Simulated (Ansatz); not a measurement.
**CH₃NSTe: up Jacob's ladder to CCSD(T)**

An exercise on one series of results from a longer session: the logs are not shown, and one member is left open.

Method: functionals in def2-TZVPP, the program's frozen cores in correlated methods; program: Ansatz 0.2.0, Gaussian basis.

Plan: LDA (SPW92), PBE-D4, revPBE-D4, BLYP-D4, r2SCAN-D4, B97M-V, PBE0-D4, B3LYP-D4, r2SCANh-D4, r2SCAN0-D4, HSE06-D4, BHLYP-D4, CAM-B3LYP-D4, LC-ωPBE, ωB97X-V, ωB97M-V, B2PLYP, PBE-QIDH; CCSD(T)/def2-SVP; CCSD(T)/def2-TZVPP; MP2/def2-QZVPP; extrapolation to the limit; RPA on PBE.

2 further runs of the same task are left out: 2 for a known fault of the program. Runs told in other sessions of the task aren't counted.

**Structure used throughout**

The geometry comes from an earlier relaxation with PBE0-D4 in a triple-zeta def2 set; it is a stationary point, not always the lowest conformer. Te takes the def2 core potential; no spin-orbit term is included.

SMILES `NC(=S)[TeH]`, 7 atoms, charge 0, spin multiplicity 1.

Atoms are counted from 1 here; the program's logs count them from 0.

Bond lengths: N1–C2 1.338 Å, N1–H5 1.008 Å, N1–H6 1.005 Å, C2–S3 1.629 Å, C2–Te4 2.140 Å, Te4–H7 1.649 Å. Angles: C2–N1–H5 118.2°, C2–N1–H6 123.2°, H5–N1–H6 118.7°, N1–C2–S3 124.2°, N1–C2–Te4 112.0°, S3–C2–Te4 123.8°, C2–Te4–H7 91.4°.

Set-up of the first run:

in.yaml reads:

```yaml
crystal:
  periodic: [false, false, false]
  atoms:
    - {symbol: N, position_ang: [-0.562204, 0.830996, 0.689751]}
    - {symbol: C, position_ang: [0.051237, -0.250784, 0.194864]}
    - {symbol: S, position_ang: [0.365241, -1.597744, 1.055049]}
    - {symbol: Te, position_ang: [0.574195, -0.004695, -1.865108]}
    - {symbol: H, position_ang: [-0.849833, 0.814772, 1.655778]}
    - {symbol: H, position_ang: [-0.749945, 1.654509, 0.144438]}
    - {symbol: H, position_ang: [1.232708, -1.515155, -1.920372]}
basis:
  gaussian: {orbitals: def2-TZVPP}
hamiltonian: {xc: lda}
output: {orbitals: {seedname: orbitals}}
```

Launch:

```
ansatz run in.yaml --threads 2 --pin off --events-out ev --progress --plain --max-ram 4352MiB
```

Among the steps run: LDA; PBE-D4 (GGA); revPBE-D4 (GGA); BLYP-D4 (GGA); r2SCAN-D4 (meta-GGA); B97M-V (meta-GGA); PBE0-D4 (hybrid); B3LYP-D4 (hybrid); r2SCANh-D4 (hybrid); r2SCAN0-D4 (hybrid); HSE06-D4 (hybrid); BHLYP-D4 (hybrid); CAM-B3LYP-D4 (range-separated); LC-ωPBE (range-separated); ωB97X-V (range-separated); ωB97M-V (range-separated); B2PLYP (double hybrid); PBE-QIDH (double hybrid).

One of the session's tables, all rows but one given; the rest of the session is left out.

It belongs to the step «Frontier levels by functional». 

| functional | HOMO (eV) | LUMO (eV) | gap (eV) |
| --- | --- | --- | --- |
| LDA (SPW92) | -5.35 | -2.34 | 3.00 |
| PBE-D4 | -5.19 | -2.16 | 3.03 |
| revPBE-D4 | -5.13 | -2.07 | 3.06 |
| BLYP-D4 | -5.01 | -2.06 | 2.95 |
| r2SCAN-D4 | -5.41 | -2.00 | 3.41 |
| B97M-V | -5.42 | -2.03 | 3.39 |
| PBE0-D4 | -6.28 | -1.40 | 4.89 |
| B3LYP-D4 | -6.04 | -1.61 | 4.43 |
| r2SCANh-D4 | -5.82 | -1.72 | 4.10 |
| r2SCAN0-D4 | -6.44 | -1.31 | 5.13 |
| HSE06-D4 | -5.90 | -1.77 | 4.13 |
| BHLYP-D4 | ? | ? | ? |
| CAM-B3LYP-D4 | -7.50 | -0.42 | 7.08 |
| LC-ωPBE | -8.83 | 0.70 | 9.53 |
| ωB97X-V | -8.49 | 0.58 | 9.07 |
| ωB97M-V | -8.34 | 0.42 | 8.76 |

**Question.** Estimate the row for BHLYP-D4.

Worked estimate for «HOMO (eV)». Against the share of exact exchange, BLYP-D4 (0, -5.01), B3LYP-D4 (0.2, -6.04) give a slope of -5.15 per unit share; at 0.5 the line stands at -7.58.

The run gave: HOMO (eV): -7.23; LUMO (eV): -0.59; gap (eV): 6.64. In «HOMO (eV)» the line misses by -0.35.
